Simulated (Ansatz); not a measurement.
# C₂H₃FSSi: small, medium and large basis sets

How large a basis does C₂H₃FSSi need? Two functionals are run in growing sets.

Program: Ansatz 0.2.0, Gaussian basis. Level of theory: one geometry, several basis sets. These are calculated values, not measurements.

Levels to be run: PBE0-D4/def2-SVP; ωB97M-V/def2-SVP; PBE0-D4/def2-QZVPP; ωB97M-V/def2-QZVPP; the functionals' def2-TZVPP values are taken from earlier runs.

## Step 1: The relaxed structure

All runs share one geometry, relaxed beforehand with PBE0-D4 in a triple-zeta def2 set.

SMILES `FC1=C(S)[SiH2]1`, 8 atoms, charge 0, spin multiplicity 1.

Atoms are counted from 1 here; the program's logs count them from 0.

Bond lengths: F1–C2 1.323 Å, C2–C3 1.330 Å, C2–Si5 1.787 Å, C3–S4 1.716 Å, C3–Si5 1.834 Å, S4–H6 1.346 Å, Si5–H7 1.484 Å, Si5–H8 1.484 Å. Angles: F1–C2–C3 134.2°, F1–C2–Si5 155.5°, C3–C2–Si5 70.3°, C2–C3–S4 142.5°, C2–C3–Si5 66.6°, S4–C3–Si5 150.8°, C3–S4–H6 97.7°, C2–Si5–C3 43.1°, C2–Si5–H7 122.6°, C2–Si5–H8 122.6°, C3–Si5–H7 121.2°, C3–Si5–H8 121.2°, H7–Si5–H8 110.6°.

## Step 2: PBE0-D4 in def2-SVP

File in.yaml:

```yaml
crystal:
  periodic: [false, false, false]
  atoms:
    - {symbol: F, position_ang: [1.510910, 1.594258, 0.025514]}
    - {symbol: C, position_ang: [0.798701, 0.479109, 0.022444]}
    - {symbol: C, position_ang: [-0.501895, 0.209497, -0.044749]}
    - {symbol: S, position_ang: [-2.043580, 0.954626, -0.161535]}
    - {symbol: Si, position_ang: [0.547405, -1.289822, 0.069284]}
    - {symbol: H, position_ang: [-1.624981, 2.233968, -0.181428]}
    - {symbol: H, position_ang: [0.774408, -2.161738, -1.109936]}
    - {symbol: H, position_ang: [0.631030, -2.076898, 1.324606]}
basis:
  gaussian: {orbitals: def2-SVP}
hamiltonian: {xc: pbe0, dispersion: d4}
output: {orbitals: {seedname: orbitals}}
```

On the command line:

```sh
$ ansatz run in.yaml --threads 2 --pin off --events-out ev --progress --plain --max-ram 4352MiB
```

What it wrote:

```text
Functional definition: PBE0
  name "PBE0"
  cite "Adamo & Barone, J. Chem. Phys. 110, 6158 (1999) doi:10.1063/1.478522"
  cite "Perdew, Burke & Ernzerhof, Phys. Rev. Lett. 77, 3865 (1996) doi:10.1103/PhysRevLett.77.3865"
  parent pbe
  parameter a = 0.25
  parameter kappa = 0.804
  parameter beta = 0.06672455060314922
  exchange = (1 - a)*pbe_x(kappa = kappa, mu = beta*pi^2/3) + a*exact_x
  correlation = pbe_c(beta = beta)
900 factors; integrals over basis functions are off by at most 1.4e-3 eV
mean field evaluation 1: about -23524.8724 eV, gradient 3.9e1 eV
mean field evaluation 2: about -23521.3923 eV, gradient 5.1e1 eV
mean field evaluation 4: about -23528.5302 eV, gradient 2.7e0 eV
mean field evaluation 8: about -23528.6531 eV, gradient 4.5e-1 eV
mean field evaluation 16: about -23528.6536 eV, gradient 4.7e-5 eV
mean field -23528.65358871 eV, -864.6620710909 hartree, gradient 4.7e-5 eV, S^2 0.000000; 0 other end points of the search recorded, 0 dependent functions left out
reference -23528.65361151 eV, -864.6620719287 hartree; 27, 27 occupied and 66, 66 virtual orbitals, 900 factors
Total energy: -23528.82497603 eV, -864.6683694587 hartree
```

It took 1.6 s on 2 threads of Arm Neoverse V1, shared host.

## Step 3: ωB97M-V in def2-SVP

in.yaml, as its differences from that of step 2:

```diff
@@ -13,3 +13,3 @@
   gaussian: {orbitals: def2-SVP}
-hamiltonian: {xc: pbe0, dispersion: d4}
+hamiltonian: {xc: {name: wB97M-V}}
 output: {orbitals: {seedname: orbitals}}
```

Launched as before.

What it wrote:

```text
Functional definition: wB97M-V
  name "wB97M-V"
  cite "Mardirossian & Head-Gordon, J. Chem. Phys. 144, 214110 (2016) doi:10.1063/1.4952647"
  cite "Becke, J. Chem. Phys. 107, 8554 (1997) doi:10.1063/1.475007"
  cite "Vydrov & Van Voorhis, J. Chem. Phys. 133, 244103 (2010) doi:10.1063/1.3521275"
  # Of w^i u^j: cxij and so on, Table III.
  parameter omega = 0.3/bohr
  parameter cx = 0.15
  parameter cx01 = 1.007
  parameter cx10 = 0.259
  parameter css00 = 0.443
  parameter css04 = -1.437
  parameter css10 = -4.535
  parameter css20 = -3.390
  parameter css43 = 4.278
  parameter cos00 = 1.000
  parameter cos10 = 1.358
  parameter cos20 = 2.924
  parameter cos21 = -8.812
  parameter cos60 = -1.390
  parameter cos61 = 9.142
  parameter b = 6.0
  parameter c = 0.01
  gx(w, u) = 1 - cx + cx01*u + cx10*w
  gss(w, u) = css00 + css04*u^4 + css10*w + css20*w^2 + css43*w^4*u^3
  gos(w, u) = cos00 + cos10*w + (cos20 + cos21*u)*w^2 + (cos60 + cos61*u)*w^6
  exchange = spin_sum(e_x_unif_sr(omega)*gx(b97_w, b97_u_x)) + cx*exact_x_sr(omega) + exact_x_lr(omega)
  correlation = spin_sum(e_c_pw_mod_same_spin*gss(b97_w, b97_u_same))
      + integral(e_c_pw_mod_opposite_spin*gos(b97_w_opposite, b97_u_opposite)) + vv10(b, c)
900 factors; integrals over basis functions are off by at most 1.4e-3 eV
264 factors; integrals over basis functions are off by at most 1.2e-5 eV
mean field evaluation 1: about -23536.0969 eV, gradient 2.8e1 eV
mean field evaluation 2: about -23537.0331 eV, gradient 2.1e1 eV
mean field evaluation 4: about -23538.0303 eV, gradient 1.1e0 eV
mean field evaluation 8: about -23538.1010 eV, gradient 1.0e-1 eV
mean field evaluation 16: about -23538.1010 eV, gradient 3.7e-5 eV
mean field -23538.10103169 eV, -865.0092582167 hartree, gradient 3.7e-5 eV, S^2 0.000000; 0 other end points of the search recorded, 0 dependent functions left out
reference -23538.10106794 eV, -865.0092595489 hartree; 27, 27 occupied and 66, 66 virtual orbitals, 900 factors
Total energy: -23538.10106794 eV, -865.0092595489 hartree
```

It took 7.5 s on 2 threads of Arm Neoverse V1, shared host; peak memory 0.26 GiB.

## Step 4: PBE0-D4 in def2-QZVPP

in.yaml, as its differences from that of step 3:

```diff
@@ -12,4 +12,4 @@
 basis:
-  gaussian: {orbitals: def2-SVP}
-hamiltonian: {xc: {name: wB97M-V}}
+  gaussian: {orbitals: "def2-QZVPP.json"}
+hamiltonian: {xc: pbe0, dispersion: d4}
 output: {orbitals: {seedname: orbitals}}
```

Same command.

What it wrote:

```text
Functional definition: PBE0
  name "PBE0"
  cite "Adamo & Barone, J. Chem. Phys. 110, 6158 (1999) doi:10.1063/1.478522"
  cite "Perdew, Burke & Ernzerhof, Phys. Rev. Lett. 77, 3865 (1996) doi:10.1103/PhysRevLett.77.3865"
  parent pbe
  parameter a = 0.25
  parameter kappa = 0.804
  parameter beta = 0.06672455060314922
  exchange = (1 - a)*pbe_x(kappa = kappa, mu = beta*pi^2/3) + a*exact_x
  correlation = pbe_c(beta = beta)
1464 factors; their error is unknown
mean field evaluation 1: about -23534.9969 eV, gradient 5.4e1 eV
mean field evaluation 2: about -23524.8599 eV, gradient 8.0e1 eV
mean field evaluation 4: about -23541.7028 eV, gradient 4.2e0 eV
mean field evaluation 8: about -23541.7254 eV, gradient 5.5e-2 eV
mean field evaluation 16: about -23541.7467 eV, gradient 1.1e-4 eV
mean field -23541.74668350 eV, -865.1432334496 hartree, gradient 2.0e-5 eV, S^2 0.000000; 0 other end points of the search recorded, 0 dependent functions left out
reference -23541.74671997 eV, -865.1432347900 hartree; 27, 27 occupied and 374, 374 virtual orbitals, 1464 factors
Total energy: -23541.91808450 eV, -865.1495323200 hartree
```

Run time: 13 s. Hardware: 2 threads of Arm Neoverse V1, shared host; peak memory 1.2 GiB.

## Step 5: ωB97M-V in def2-QZVPP

in.yaml, as its differences from that of step 4:

```diff
@@ -13,3 +13,3 @@
   gaussian: {orbitals: "def2-QZVPP.json"}
-hamiltonian: {xc: pbe0, dispersion: d4}
+hamiltonian: {xc: {name: wB97M-V}}
 output: {orbitals: {seedname: orbitals}}
```

Same command.

What it wrote:

```text
Functional definition: wB97M-V
  name "wB97M-V"
  cite "Mardirossian & Head-Gordon, J. Chem. Phys. 144, 214110 (2016) doi:10.1063/1.4952647"
  cite "Becke, J. Chem. Phys. 107, 8554 (1997) doi:10.1063/1.475007"
  cite "Vydrov & Van Voorhis, J. Chem. Phys. 133, 244103 (2010) doi:10.1063/1.3521275"
  # Of w^i u^j: cxij and so on, Table III.
  parameter omega = 0.3/bohr
  parameter cx = 0.15
  parameter cx01 = 1.007
  parameter cx10 = 0.259
  parameter css00 = 0.443
  parameter css04 = -1.437
  parameter css10 = -4.535
  parameter css20 = -3.390
  parameter css43 = 4.278
  parameter cos00 = 1.000
  parameter cos10 = 1.358
  parameter cos20 = 2.924
  parameter cos21 = -8.812
  parameter cos60 = -1.390
  parameter cos61 = 9.142
  parameter b = 6.0
  parameter c = 0.01
  gx(w, u) = 1 - cx + cx01*u + cx10*w
  gss(w, u) = css00 + css04*u^4 + css10*w + css20*w^2 + css43*w^4*u^3
  gos(w, u) = cos00 + cos10*w + (cos20 + cos21*u)*w^2 + (cos60 + cos61*u)*w^6
  exchange = spin_sum(e_x_unif_sr(omega)*gx(b97_w, b97_u_x)) + cx*exact_x_sr(omega) + exact_x_lr(omega)
  correlation = spin_sum(e_c_pw_mod_same_spin*gss(b97_w, b97_u_same))
      + integral(e_c_pw_mod_opposite_spin*gos(b97_w_opposite, b97_u_opposite)) + vv10(b, c)
1416 factors; their error is unknown
300 factors; integrals over basis functions are off by at most 1.8e-5 eV
mean field evaluation 1: about -23547.7475 eV, gradient 4.0e1 eV
mean field evaluation 2: about -23548.7464 eV, gradient 3.3e1 eV
mean field evaluation 4: about -23551.2392 eV, gradient 1.7e0 eV
mean field evaluation 8: about -23551.2488 eV, gradient 4.7e-2 eV
mean field evaluation 16: about -23551.2575 eV, gradient 1.1e-4 eV
mean field -23551.25752386 eV, -865.4927503862 hartree, gradient 3.4e-5 eV, S^2 0.000000; 0 other end points of the search recorded, 0 dependent functions left out
reference -23551.25758259 eV, -865.4927525445 hartree; 27, 27 occupied and 374, 374 virtual orbitals, 1416 factors
Total energy: -23551.25758259 eV, -865.4927525445 hartree
```

Wall time 28 s (2 threads of Arm Neoverse V1, shared host); peak memory 1.4 GiB.

## Step 6: Functionals by basis

The def2-TZVPP values come from earlier runs at the same geometry.

| functional | basis | functions | energy (eV) | from the largest (eV) | HOMO (eV) | LUMO (eV) |
| --- | --- | --- | --- | --- | --- | --- |
| PBE0-D4 | def2-SVP | 93 | -23528.8250 | 13.093 | -6.77 | -0.16 |
| PBE0-D4 | def2-TZVPP | 219 | -23541.0683 | 0.850 | -6.87 | -0.56 |
| PBE0-D4 | def2-QZVPP | 401 | -23541.9181 | 0.000 | -6.90 | -0.67 |
| ωB97M-V | def2-SVP | 93 | -23538.1011 | 13.157 | -8.78 | 1.82 |
| ωB97M-V | def2-TZVPP | 219 | -23550.4633 | 0.794 | -8.93 | 1.20 |
| ωB97M-V | def2-QZVPP | 401 | -23551.2576 | 0.000 | -8.96 | 0.91 |

## Step 7: Summary of results

```
                                       quantity           value
PBE0-D4: double and triple zeta above quadruple  13.09, 0.85 eV
ωB97M-V: double and triple zeta above quadruple  13.16, 0.79 eV
```

In words: PBE0-D4 gains 12.24 eV from double to triple zeta, then 0.85 eV more. These are total energies; as a rule much of such shifts cancels in differences, which this series doesn't test. The LUMO of ωB97M-V is positive and keeps falling with the basis (1.82 to 0.91 eV): an unbound level that the basis holds in place.

For PBE0-D4 the largest set took about 8 times as long as the smallest (13 s against 1.6 s).
